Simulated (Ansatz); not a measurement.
**SiH4S4: basis-set convergence**

The task here is to estimate one member of a computed series from the others.

Program: Ansatz 0.2.0, Gaussian basis. Level of theory: one geometry, several basis sets. These are calculated values, not measurements.

The runs, in order: PBE0-D4/def2-SVP; ωB97M-V/def2-SVP; PBE0-D4/def2-QZVPP; ωB97M-V/def2-QZVPP; the functionals' def2-TZVPP values are taken from earlier runs.

### The geometry

An earlier PBE0-D4 in a triple-zeta def2 set relaxation fixed the geometry.

SMILES `S[Si](S)(S)S`, 9 atoms, charge 0, spin multiplicity 1.

Atoms are counted from 1 here; the program's logs count them from 0.

Bond lengths: S1–Si2 2.126 Å, S1–H6 1.346 Å, Si2–S3 2.126 Å, Si2–S4 2.126 Å, Si2–S5 2.126 Å, S3–H7 1.346 Å, S4–H8 1.346 Å, S5–H9 1.346 Å. Angles: Si2–S1–H6 94.0°, S1–Si2–S3 106.5°, S1–Si2–S4 106.5°, S1–Si2–S5 115.6°, S3–Si2–S4 115.6°, S3–Si2–S5 106.5°, S4–Si2–S5 106.5°, Si2–S3–H7 94.0°, Si2–S4–H8 94.0°, Si2–S5–H9 94.0°.

Set-up of the first run:

The input, in.yaml:

```yaml
crystal:
  periodic: [false, false, false]
  atoms:
    - {symbol: S, position_ang: [-0.675836, 1.025803, -1.730569]}
    - {symbol: Si, position_ang: [0.009825, -0.005185, -0.002010]}
    - {symbol: S, position_ang: [2.107070, 0.327208, 0.107810]}
    - {symbol: S, position_ang: [-0.587219, -2.032964, -0.231606]}
    - {symbol: S, position_ang: [-0.803903, 0.658441, 1.846894]}
    - {symbol: H, position_ang: [-1.942739, 0.590041, -1.603903]}
    - {symbol: H, position_ang: [2.332426, -0.076659, -1.155955]}
    - {symbol: H, position_ang: [-0.126489, -2.403964, 0.977168]}
    - {symbol: H, position_ang: [-0.224535, 1.870979, 1.775067]}
basis:
  gaussian: {orbitals: def2-SVP}
hamiltonian: {xc: pbe0, dispersion: d4}
output: {orbitals: {seedname: orbitals}}
```

Among the steps run: PBE0-D4 in def2-SVP; ωB97M-V in def2-SVP; PBE0-D4 in def2-QZVPP; ωB97M-V in def2-QZVPP.

One of the session's tables, all rows but one given; the rest of the session is left out.

It belongs to the step «Density functionals: the series». 

| functional | basis | HOMO (eV) | LUMO (eV) |
| --- | --- | --- | --- |
| PBE0-D4 | def2-SVP | ? | ? |
| PBE0-D4 | def2-TZVPP | -7.61 | -0.45 |
| PBE0-D4 | def2-QZVPP | -7.65 | -0.58 |
| ωB97M-V | def2-SVP | -9.63 | 2.17 |
| ωB97M-V | def2-TZVPP | -9.76 | 1.50 |
| ωB97M-V | def2-QZVPP | -9.81 | 1.16 |

Q: Estimate the row for PBE0-D4, def2-SVP from the others.

The run gave: HOMO (eV): -7.52; LUMO (eV): 0.09. In the column «HOMO (eV)» it is the highest.
